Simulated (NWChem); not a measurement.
# MgH2S (SMILES [MgH][SH]): wB97X/MINI

Aim: the electronic atomisation energy of MgH2S at wB97X/MINI, from 4 runs. 

Program for the calculation: NWChem 7.3.0.

### Step 1. The molecule

MgH2S has 4 atoms, charge 0, and is taken as a singlet. SMILES: `[MgH][SH]`. The shape is that of a PBE0-D4/def2-TZVP optimisation.

Bond lengths: Mg1–S2 2.296 Å, Mg1–H3 1.694 Å, S2–H4 1.345 Å. Angles: Mg1–S2–H4 92.9°, S2–Mg1–H3 179.4°.

### Step 2. A single-point energy at wB97X/MINI (run 1)

m1.nw reads:

```
echo
start m1
title "H2MgS energy"
memory 2200 mb
charge 0

geometry noautosym nocenter noautoz
Mg    -0.036000    -0.777000     0.271800
S     -0.566100     1.000300    -1.081300
H      0.342700    -2.097900     1.261800
H      0.314900     1.814400    -0.472700
end

basis spherical bse
* library MINI
end

dft
xc wb97x
mult 1
grid fine
convergence energy 1e-08
maxiter 100
mulliken
print low
end

task dft energy
```

Started as:

```sh
$ nwchem m1.nw > m1.out
```

Standard output:

```text
[...]
 d= 0,ls=0.0,diis     1   -596.2026941702 -6.55D+02  3.85D-02  9.46D-02     0.7
[...]
 d= 0,ls=0.0,diis     7   -596.2250372957 -3.68D-10  7.66D-07  9.05D-12     4.2
         Total DFT energy =     -596.225037295697
      One electron energy =     -944.790595041152
           Coulomb energy =      332.619070388153
    Exchange-Corr. energy =      -42.934722208067
 Nuclear repulsion energy =       58.881209565369
[...]
      Total Density - Mulliken Population Analysis
     ---------------------------------------------
    Atom       Charge   Shell Charges
 -----------   ------   -------------------------------------------------------
    1 Mg  12    10.71   2.00  2.00  0.71  6.00
    2 S   16    16.79   2.00  2.00  1.91  5.98  4.91
    3 H    1     1.50   1.50
    4 H    1     1.00   1.00
[...]
```

Wall time 4.8 s (1 thread of Intel Xeon Platinum 8488C (Sapphire Rapids), shared host); peak memory 0.12 GiB.

### Step 3. The H atom at the same level (run 2)

m1.nw reads:

```
start m1
memory 2200 mb

geometry units angstrom noautosym nocenter noautoz
H      0.000000     0.000000     0.000000
end

basis spherical bse
* library MINI
end

dft
xc wb97x
mult 2
grid fine
convergence energy 1e-08
maxiter 100
mulliken
print low
end

task dft energy
```

Started as:

```sh
$ nwchem m1.nw > m1.out
```

Standard output:

```text
[...]
 d= 0,ls=0.0,diis     1     -0.4980014874 -4.98D-01  0.00D+00  0.00D+00     0.1
[...]
 d= 0,ls=0.5,diis     2     -0.4980014874  0.00D+00  0.00D+00  0.00D+00     0.1
[...]
         Total DFT energy =       -0.498001491531
      One electron energy =       -0.496979252297
           Coulomb energy =        0.312792594161
    Exchange-Corr. energy =       -0.313814833394
 Nuclear repulsion energy =        0.000000000000
[...]
      Total Density - Mulliken Population Analysis
     ---------------------------------------------
    Atom       Charge   Shell Charges
 -----------   ------   -------------------------------------------------------
    1 H    1     1.00   1.00
     --------------------------------------------
      Spin Density - Mulliken Population Analysis
     --------------------------------------------
    Atom       Charge   Shell Charges
 -----------   ------   -------------------------------------------------------
    1 H    1     1.00   1.00
[...]
      <S2> =      0.7500 (Exact =     0.7500)
[...]
```

Run time: 0.79 s. Hardware: 1 thread of Intel Xeon Platinum 8488C (Sapphire Rapids), shared host; peak memory 0.11 GiB.

### Step 4. The Mg atom at the same level (run 3)

mg.xyz reads:

```xyz
1

Mg     0.000000     0.000000     0.000000
```

mg.nw reads:

```
echo
start mg
memory stack 880 mb heap 220 mb global 1100 mb

geometry noautosym nocenter noautoz
  load mg.xyz
end

basis "ao basis" spherical bse
  * library MINI
end

dft
  xc wb97x
  grid fine
  convergence energy 1e-08
  iterations 100
  mulliken
  print low
end

task dft energy
```

Started as:

```sh
$ nwchem mg.nw > mg.out
```

Standard output:

```text
[...]
 d= 0,ls=0.0,diis     1   -198.8847244414 -1.99D+02  6.55D-16  2.19D-28     0.2
 d= 0,ls=0.0,diis     2   -198.8847244414 -5.68D-14  5.90D-16  1.25D-27     0.4
         Total DFT energy =     -198.884724441364
      One electron energy =     -278.299970127252
           Coulomb energy =       95.841659891684
    Exchange-Corr. energy =      -16.426414205797
 Nuclear repulsion energy =        0.000000000000
[...]
      Total Density - Mulliken Population Analysis
     ---------------------------------------------
    Atom       Charge   Shell Charges
 -----------   ------   -------------------------------------------------------
    1 Mg  12    12.00   2.00  2.00  2.00  6.00
     -------------------------------------------
      Total Density - Lowdin Population Analysis
     -------------------------------------------
    Atom       Charge   Shell Charges
 -----------   ------   -------------------------------------------------------
    1 Mg  12    12.00   2.00  2.00  2.00  6.00
[...]
```

Wall time 0.97 s (1 thread of Intel Xeon Platinum 8488C (Sapphire Rapids), shared host); peak memory 0.11 GiB.

### Step 5. The S atom (run 4)

nw.nw reads:

```
START nw
TITLE "S"
memory total 2200 mb
GEOMETRY noautosym nocenter noautoz
S      0.000000     0.000000     0.000000
END
BASIS "ao basis" spherical bse
* library MINI
END
DFT
xc wb97x
mult 3
grid fine
convergence energy 1e-08
maxiter 100
mulliken
noprint "final vectors analysis"
END
TASK dft energy
```

Started as:

```sh
$ nwchem nw.nw > nw.out
```

Standard output:

```text
[...]
          Wavefunction type:  spin polarized.
          No. of atoms     :     1
          No. of electrons :    16
[...]
          Charge           :     0
          Spin multiplicity:     3
[...]
          AO basis - number of functions:     9
[...]
              XC Information
              --------------
                       wb97x  Method XC Functional
                     Hartree-Fock (Exact) Exchange  1.000
                         wb97x Exchange Functional  1.000
                      wb97x Correlation Functional  1.000
[...]
 d= 0,ls=0.0,diis     1   -396.1290299553 -3.96D+02  3.93D-16  5.55D-28     0.3
[...]
  Singularity in Pulay matrix. Error and Fock matrices removed.
 d= 0,ls=0.5,diis     4   -396.1294242473 -4.25D-09  3.28D-16  5.23D-27     0.9
[...]
         Total DFT energy =     -396.129424247327
      One electron energy =     -547.332607175614
           Coulomb energy =      176.789017737895
    Exchange-Corr. energy =      -25.585834809608
 Nuclear repulsion energy =        0.000000000000
[...]
      Total Density - Mulliken Population Analysis
     ---------------------------------------------
    Atom       Charge   Shell Charges
 -----------   ------   -------------------------------------------------------
    1 S   16    16.00   2.00  2.00  2.00  5.97  4.03
     --------------------------------------------
      Spin Density - Mulliken Population Analysis
     --------------------------------------------
    Atom       Charge   Shell Charges
 -----------   ------   -------------------------------------------------------
    1 S   16     2.00   0.00  0.00  0.00  0.03  1.97
[...]
      <S2> =      2.0000 (Exact =     2.0000)
[...]
```

It took 1.6 s on 1 thread of Intel Xeon Platinum 8488C (Sapphire Rapids), shared host; peak memory 0.11 GiB.

### Step 6. The series

| run | level | partner | energy (Eh) | wall time |
| --- | --- | --- | --- | --- |
| 1 | wB97X/MINI | base | -596.225037 | 4.8 s |
| 2 | U-wB97X/MINI | atoms | -0.498001 | 0.79 s |
| 3 | wB97X/MINI | atoms | -198.884724 | 0.97 s |
| 4 | U-wB97X/MINI | atoms | -396.129424 | 1.6 s |

### Step 7. Summary of results

Level: wB97X/MINI.

```
                     quantity          value
         S atom: total energy  -396.12942 Eh
                 S atom: ⟨S²⟩          2.000
electronic atomisation energy       5.847 eV
```

What this shows: Taking the molecule apart into free atoms costs 5.85 eV (564 kJ/mol), before zero-point energy and without spin-orbit coupling. In a minimal basis such a difference can be off by several eV, whatever the method. In runs 1, 2, 3, 4 the basis is minimal, so the values are rough. All runs together took 8.2 s, the longest 4.8 s.
